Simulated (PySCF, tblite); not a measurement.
# C₇H₁₀N₂: geometry, infrared bands and NMR shifts

What infrared bands and NMR shifts should C₇H₁₀N₂ (`C=CC/N=C/C#CCN`) show?

Computed with tblite 0.8.0 and PySCF 2.14.0, with density-fitted response routines of our own, on a single molecule in the gas phase. Atoms are numbered from 0 throughout.

### Step 1. Starting geometry

19 atoms, charge 0, multiplicity 1; geometry from: force field or distance geometry start.

Bonds of the start (Å): C0–C1 1.33, C1–C2 1.50, C2–N3 1.47, N3–C4 1.26, C4–C5 1.44, C5–C6 1.21, C6–C7 1.46, C7–N8 1.45, C0–H9 1.09, C0–H10 1.09, C1–H11 1.09, C2–H12 1.09, C2–H13 1.10, C4–H14 1.10, C7–H15 1.10, C7–H16 1.09, N8–H17 1.02, N8–H18 1.01.

### Step 2. Relaxing the molecule with GFN2-xTB

Job settings and geometry (Å):

```
{"job": {"kind": "relax", "xc": "GFN2-xTB", "basis": "xTB"}, "charge": 0, "multiplicity": 1}
C     -2.760800    -1.566500     2.346500
C     -1.482500    -1.206600     2.374800
C     -0.385700    -1.855700     1.576800
N      0.245000    -0.825600     0.734600
C     -0.278000    -0.721700    -0.411800
C      0.371500     0.281000    -1.214200
C      0.928200     1.125900    -1.873800
C      1.619800     2.157500    -2.647000
N      2.639000     2.796200    -1.838300
H     -3.131500    -2.365300     1.712600
H     -3.502200    -1.052700     2.965100
H     -1.169900    -0.406800     3.045700
H      0.352300    -2.268500     2.261900
H     -0.769800    -2.693900     0.975700
H     -1.130100    -1.274900    -0.833200
H      0.897100     2.906500    -2.989000
H      2.083400     1.714800    -3.533400
H      2.188700     3.177400    -1.005200
H      3.275800     2.088300    -1.490500
```

Run with:

```sh
$ OMP_NUM_THREADS=1 python probes_run.py task.json out
```

One launch serves the whole session: the jobs run in the order shown.

**Question.** This job is followed by: GFN2-xTB harmonic vibrations, gas phase; GIAO PBE0/pcSseg-1 NMR shielding, non-relativistic, gas phase. What will the session give for the following? strongest single infrared mode (GFN2-xTB); zero-point energy (GFN2-xTB); ¹³C shifts against TMS (PBE0/pcSseg-1); ¹H shifts against TMS (PBE0/pcSseg-1, means over atoms taken as alike); ¹⁵N shifts against NH3 (PBE0/pcSseg-1).

The runs gave:

| quantity | value |
| --- | --- |
| strongest single infrared mode (GFN2-xTB) | 974 cm⁻¹, 192 km/mol |
| zero-point energy (GFN2-xTB) | 95.5 kcal/mol |
| ¹³C shifts against TMS (PBE0/pcSseg-1) | 146.6, 146.4, 120.1, 103.0, 89.4, 73.0, 36.3 ppm |
| ¹H shifts against TMS (PBE0/pcSseg-1, means over atoms taken as alike) | 7.71, 6.61, 5.41, 5.26, 4.45, 3.72, 0.96 ppm |
| ¹⁵N shifts against NH3 (PBE0/pcSseg-1) | 412.1, 45.8 ppm |

In words: Over 114 steps the energy fell by 0.224 eV; of the close pairs, C2–N3 changed most, 1.472 to 1.431 Å. No mode is imaginary among the 51: a minimum at this level. The strongest single mode, at 974 cm⁻¹, has its largest shares on N8, H18 and H17 (the list is cut at 3 atoms). Unscaled tight-binding wavenumbers are off by several per cent, some by more. Its intensities can rank the bands wrongly. The most deshielded carbon is C1 (alkene CH), at 146.6 ppm: as expected for a trigonal carbon in a double bond. At PBE0/pcSseg-1: Shielding is most anisotropic at N3 (span 796 ppm, paramagnetic term -478 ppm).
